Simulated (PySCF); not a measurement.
# C4H6Ge: the cost of one run

Programs: PySCF 2.14.0, with routines of our own; each step states its level. All values are computed. Atoms count from 0.

## Step 1: The starting structure

11 atoms, charge 0, multiplicity 1; geometry from: GFN2-xTB.

## Step 2: Relaxing the molecule at LC-wPBE/def2-SVP

The job: settings as JSON, then the geometry in Å.

```
{"job": {"xc": "LC-wPBE", "basis": "def2-SVP", "grid": 1, "kind": "geom"}, "charge": 0, "multiplicity": 1}
C     -1.045938     0.747372    -0.430423
C      0.168010     1.299916    -0.336686
Ge     1.414207    -0.056403     0.305359
C     -0.085557    -1.302733     0.349449
C     -1.182827    -0.657575    -0.059898
H     -1.924455     1.283743    -0.763043
H      0.356452     2.329353    -0.589888
H      2.045219     0.233227     1.635412
H      2.517088    -0.415451    -0.646446
H     -0.098390    -2.339285     0.640608
H     -2.158383    -1.119493    -0.130407
```

Launch:

```console
OMP_NUM_THREADS=1 python excited_run.py task.json out
```

One launch serves the whole session: the jobs run in the order shown.

**Question.** How long does this run take on 1 thread of Intel Xeon Platinum 8559C, shared host?

About 37 s.
